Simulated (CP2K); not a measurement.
Ta4NiO11:

```
Ta Ni O
1.0
    14.95803    0.00000    0.00000
   -14.44703    3.87636    0.00000
     0.00000    0.00000    3.88590
Ta Ni O
4 1 11
Direct
  0.20437 0.79563 0.00000
  0.92451 0.07549 0.00000
  0.07549 0.92451 0.00000
  0.79563 0.20437 0.00000
  0.50000 0.50000 0.00000
  0.13987 0.86013 0.00000
  0.72107 0.27893 0.00000
  0.43645 0.56355 0.00000
  0.56355 0.43645 0.00000
  0.00000 0.00000 0.00000
  0.86013 0.13987 0.00000
  0.27893 0.72107 0.00000
  0.92790 0.07210 0.50000
  0.07210 0.92790 0.50000
  0.79436 0.20564 0.50000
  0.20564 0.79436 0.50000
```

The cell was built by a generator and needn't be a form met in nature.

Base run:

```yaml
Program: CP2K 2026.2
Functional: PBE
Potentials_or_basis: GTH_POTENTIALS Ta GTH-PBE-q13, Ni GTH-PBE-q18, O GTH-PBE-q6; DZVP-MOLOPT-SR-GTH basis
Density_cutoff: 12245 eV
k_mesh: 5 × 5 × 5
Occupations: fermi-dirac, width 0.05 eV
Spin: collinear spin, ferromagnetic start
Starting_moments: "[0.0, 0.0, 0.0, 0.0, 1.0, 0.0, 0.0, 0.0, 0.0, 0.0, 0.0, 0.0, 0.0, 0.0, 0.0, 0.0] μB"
```

Its results: band gap on the k mesh none (metal or under the smearing width); pressure -3.4 GPa; net moment 0.80 μB per cell; site moments Ta +0.00, -0.00; Ni +0.68; O -0.00, +0.01, +0.09, +0.00 μB; largest force 0.293 eV/Å.

Problem. The run is repeated on the same cell with these changes: functional from PBE to PBEsol. What comes out?

Solution. Band gap on the k mesh none (metal or under the smearing width); pressure -7.5 GPa; net moment 0.82 μB per cell; site moments Ta +0.00, -0.01; Ni +0.68; O -0.00, +0.02, +0.11, +0.00 μB; largest force 0.112 eV/Å.

PBEsol binds more tightly than PBE, so the same cell stands under less pressure.

Caveats: the basis of atomic orbitals isn't converged, which shifts pressures, moduli and gaps; a cell with one magnetic atom can't hold antiferromagnetic order, which such compounds often take; semilocal functionals often make such compounds metallic where correlation or magnetic order opens a gap, which also shifts bond lengths; the potentials were made for another functional, which shifts forces and pressure (some runs).

Not every run made on this cell is shown here.
